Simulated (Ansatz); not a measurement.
# Li2Pd: the cost of one run

Program: Ansatz 0.2.0. Level of theory: DFT PBEsol, scalar-relativistic, plane waves, PAW. These are calculated values, not measurements.

1 further run of the same task is left out (set aside as unsound or not needed).

### 1 The starting structure

The structure is hexagonal, space group P6/mmm (No. 191). Conventional cell: a = 4.201 Å, b = 4.201 Å, c = 2.662 Å, α = 90.00°, β = 90.00°, γ = 120.00°. Li (site symmetry -6m2) has 5 Li at 2.43 to 2.66 Å and 6 Pd at 2.77 Å as nearest neighbours. Pd (site symmetry 6/mmm) is surrounded by 2 Pd at 2.66 Å and 12 Li at 2.77 Å.

Structure file:

```cif
data_structure
_symmetry_space_group_name_H-M 'P 1'
_symmetry_Int_Tables_number 1
_cell_length_a 4.2006
_cell_length_b 4.2006
_cell_length_c 2.6620
_cell_angle_alpha 90.000
_cell_angle_beta 90.000
_cell_angle_gamma 120.000
_cell_volume 40.68
loop_
_atom_site_label
_atom_site_type_symbol
_atom_site_fract_x
_atom_site_fract_y
_atom_site_fract_z
_atom_site_occupancy
Li1 Li 0.33333 0.66667 0.50000 1
Li2 Li 0.66667 0.33333 0.50000 1
Pd1 Pd 0.00000 0.00000 0.00000 1
```

This cell was relaxed beforehand with the same method: volume 13.56 Å³/atom, gap on the mesh none (metal).

### 2 Static run: bands, density of states and charges

Input file input.yaml:

```yaml
crystal:
  lattice:
    - [4.2006204714, 0.0, 0.0]
    - [-2.1003102357, 3.6378440399, 0.0]
    - [0.0, 0.0, 2.6620106934]
  atoms:
    - { symbol: Li, position: [0.3333333333, 0.6666666667, 0.5] }
    - { symbol: Li, position: [0.6666666667, 0.3333333333, 0.5] }
    - { symbol: Pd, position: [0.0, 0.0, 0.0] }
basis:
  ecutwfc: 420
kpoints:
  mp_grid: { grid: [12, 12, 16] }
  band_path:
    path:
      - [[0.0, 0.0, 0.0], [0.5, 0.0, 0.0], [0.33333333, 0.33333333, 0.0], [0.0, 0.0, 0.0], [0.0, 0.0, 0.5], [0.5, 0.0, 0.5], [0.33333333, 0.33333333, 0.5], [0.0, 0.0, 0.5]]
      - [[0.5, 0.0, 0.5], [0.5, 0.0, 0.0]]
      - [[0.33333333, 0.33333333, 0.5], [0.33333333, 0.33333333, 0.0]]
    npoints: 14
hamiltonian:
  xc: pbesol
scf:
  occupations: { method: gaussian, width: 0.1 }
  n_extra_bands: 7
output:
  forces: true
  stress: true
  eigenvalues: true
  populations: true
  dos: { projected: true, de: 0.02, nscf_kmesh: { grid: [18, 18, 24] } }
  bader: true
```

Command:

```bash
> ansatz run input.yaml --threads 1 --pin off --max-ram 2560MiB --backend cpu --events-out ev --progress --plain --runs-dir out
```

**Question.** How long does this run take on 1 thread of Intel Xeon at 2.50GHz (Skylake/Cascade Lake), shared host, and how much memory does it need?

About 85 s, with a peak of 0.49 GiB.
